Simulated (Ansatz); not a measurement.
# NaMnCl3: the cost of one run

Computed with Ansatz 0.2.0 (DFT r²SCAN+U (U = 2 eV, J = 0.9 eV on Mn d), plane waves, PAW, unless a step's input says otherwise).

2 further runs of the same task are left out: 2 that didn't finish. Runs told in other sessions of the task aren't counted.

## (1) The starting structure

It takes space group R-3 (No. 148, trigonal). The conventional cell has a = 6.591 Å, b = 6.591 Å, c = 18.627 Å, α = 90.00°, β = 90.00°, γ = 120.00°. Na (site symmetry 3) is surrounded by 6 Cl at 2.72 to 2.90 Å. Around Mn (site symmetry 3) lie 6 Cl at 2.52 to 2.59 Å. Cl (site symmetry 1) has 2 Mn at 2.52 to 2.59 Å and 2 Na at 2.72 to 2.90 Å in its first shell of neighbours.

As a file:

```cif
data_structure
_symmetry_space_group_name_H-M 'R-3:H'
_symmetry_Int_Tables_number 148
_cell_length_a 6.5910
_cell_length_b 6.5910
_cell_length_c 18.6270
_cell_angle_alpha 90.000
_cell_angle_beta 90.000
_cell_angle_gamma 120.000
_cell_volume 700.77
loop_
_atom_site_label
_atom_site_type_symbol
_atom_site_symmetry_multiplicity
_atom_site_Wyckoff_symbol
_atom_site_fract_x
_atom_site_fract_y
_atom_site_fract_z
_atom_site_occupancy
Na1 Na 6 c 0.66667 0.33333 0.18843 1
Mn1 Mn 6 c 0.33333 0.66667 0.32597 1
Cl1 Cl 18 f 0.67717 0.70463 0.25563 1
```

Magnetic order typed: ferromagnetic.

An earlier series on this cell reached its lowest free state from «random orbitals: single harmonics, first filling», perhaps among other starts.

## (2) From atoms, default search

input.yaml reads:

```yaml
crystal:
  lattice:
    - [3.29550161, 1.90265874, 6.20900035]
    - [-3.29550161, 1.90265874, 6.20900035]
    - [0.0, -3.80531748, 6.20900035]
  atoms:
    - { symbol: Na, position: [0.8551, 0.8551, 0.8551] }
    - { symbol: Na, position: [0.1449, 0.1449, 0.1449] }
    - { symbol: Mn, position: [0.6593, 0.6593, 0.6593], spin: 5.0 }
    - { symbol: Mn, position: [0.3407, 0.3407, 0.3407], spin: 5.0 }
    - { symbol: Cl, position: [0.9328, 0.2831, 0.551] }
    - { symbol: Cl, position: [0.2831, 0.551, 0.9328] }
    - { symbol: Cl, position: [0.551, 0.9328, 0.2831] }
    - { symbol: Cl, position: [0.0672, 0.7169, 0.449] }
    - { symbol: Cl, position: [0.7169, 0.449, 0.0672] }
    - { symbol: Cl, position: [0.449, 0.0672, 0.7169] }
basis:
  ecutwfc: 500
  ecutrho_ratio: 4
kpoints:
  mp_grid: { grid: [4, 4, 4] }
hamiltonian:
  xc: r2scan
  hubbard:
    sites:
      - { site: 2, l: d, u: 2.0, j: 0.9 }
      - { site: 3, l: d, u: 2.0, j: 0.9 }
scf:
  occupations: { method: gaussian, width: 0.05 }
output:
  forces: true
  stress: true
  eigenvalues: true
  populations: true
  hubbard: { sites: [{ site: 2, l: d }, { site: 3, l: d }] }
  write_density: true
  write_potential: true
  elf: true
  volumetric_format: npy
magnetization:
  spin_polarized: true
```

Command:

```
$ ansatz run input.yaml --threads 8 --pin off --max-ram 12288MiB --backend cpu --events-out ev --progress --plain --runs-dir out
```

**Question.** How long does this run take on 8 threads of Arm Neoverse V2, shared host, and how much memory does it need?

About 15 s, with a peak of 2 GiB.
